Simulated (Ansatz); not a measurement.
# C6H3CaF2O: the cost of one run

Computed with Ansatz 0.2.0 (the levels named in each step, unless a step's input says otherwise).

### Step 1. The structure to begin with

Bond lengths: F1–C2 1.353 Å, C2–C3 1.385 Å, C3–C4 1.378 Å, C4–C5 1.409 Å, C5–O6 1.298 Å, C5–Ca7 2.670 Å, O6–Ca7 1.959 Å, C5–C8 1.411 Å, C2–C9 1.387 Å, C8–C9 1.380 Å, C9–F10 1.351 Å, C3–H11 1.079 Å, C4–H12 1.082 Å, C8–H13 1.093 Å. Angles (14 of 23 angles, heavy atoms first): F1–C2–C3 119.9°, F1–C2–C9 120.7°, C3–C2–C9 119.4°, C2–C3–C4 120.3°, C3–C4–C5 121.6°, C4–C5–O6 121.8°, C4–C5–Ca7 134.4°, C4–C5–C8 117.0°, O6–C5–Ca7 44.1°, O6–C5–C8 121.1°, Ca7–C5–C8 91.7°, C5–O6–Ca7 108.4°, C5–Ca7–O6 27.5°, C5–C8–C9 120.9°.

Coordinates:

```xyz
13

F    -3.3683    0.0680    0.3965
C    -2.0715   -0.1496    0.0797
C    -1.6095   -1.4449   -0.0877
C    -0.2848   -1.6762   -0.3904
C     0.6288   -0.6178   -0.5629
O     1.8812   -0.8309   -0.8307
Ca    2.9645    0.0336    0.5536
C     0.1331    0.6922   -0.3893
C    -1.1919    0.9123   -0.0732
F    -1.6146    2.1851    0.0923
H    -2.3037   -2.2621    0.0312
H     0.0789   -2.6852   -0.5331
H     0.7903    1.5464   -0.5714
```

### Step 2. A rough first relaxation, PBE-D4/def2-SVP

This run stands in another session on the same molecule. It ended at:

```xyz
13

F    -3.5490   -0.0086   -0.0256
C    -2.2128   -0.1672   -0.0901
C    -1.6375   -1.4406   -0.1096
C    -0.2452   -1.5900   -0.1767
C     0.6021   -0.4555   -0.2271
O     1.9297   -0.5878   -0.2924
Ca    3.9229   -0.7931   -0.3913
C     0.0070    0.8315   -0.2067
C    -1.3803    0.9653   -0.1387
F    -1.9404    2.1884   -0.1192
H    -2.3042   -2.3148   -0.0710
H     0.2084   -2.5914   -0.1924
H     0.6317    1.7348   -0.2447
```

### Step 3. Relaxation, HF/STO-3G

File input.yaml:

```yaml
crystal:
  periodic: [false, false, false]
  atoms:
    - { symbol: F, position_ang: [-3.54896726, -0.0086073, -0.02559531] }
    - { symbol: C, position_ang: [-2.21284124, -0.1671888, -0.09013343] }
    - { symbol: C, position_ang: [-1.63745468, -1.44062217, -0.10955052] }
    - { symbol: C, position_ang: [-0.24519598, -1.58996187, -0.17668744] }
    - { symbol: C, position_ang: [0.60210262, -0.45548206, -0.22708818] }
    - { symbol: O, position_ang: [1.92971436, -0.58775285, -0.29242698] }
    - { symbol: Ca, position_ang: [3.92290148, -0.79307109, -0.39125549] }
    - { symbol: C, position_ang: [0.00704757, 0.83145524, -0.20670031] }
    - { symbol: C, position_ang: [-1.3802959, 0.965315, -0.13867384] }
    - { symbol: F, position_ang: [-1.94042661, 2.18841382, -0.11922304] }
    - { symbol: H, position_ang: [-2.30417119, -2.31480017, -0.07102216] }
    - { symbol: H, position_ang: [0.2084443, -2.59144205, -0.19235247] }
    - { symbol: H, position_ang: [0.63168252, 1.7348343, -0.24466083] }
magnetization:
  spin_polarized: true
  initial_magnetization: 1
basis:
  gaussian: { orbitals: STO-3G }
hamiltonian:
  xc: hf
relax:
  f_tol: 0.004
  max_steps: 150
```

The run is started by

```console
> ansatz run input.yaml --threads 4 --pin off --max-ram 10240MiB --backend cpu --events-out ev --progress --plain --runs-dir out
```

**Question.** How long does this run take on 4 threads of Intel Xeon Platinum 8375C at 2.90GHz (Ice Lake), shared host, and how much memory does it need?

About 18 s, with a peak of 0.32 GiB.
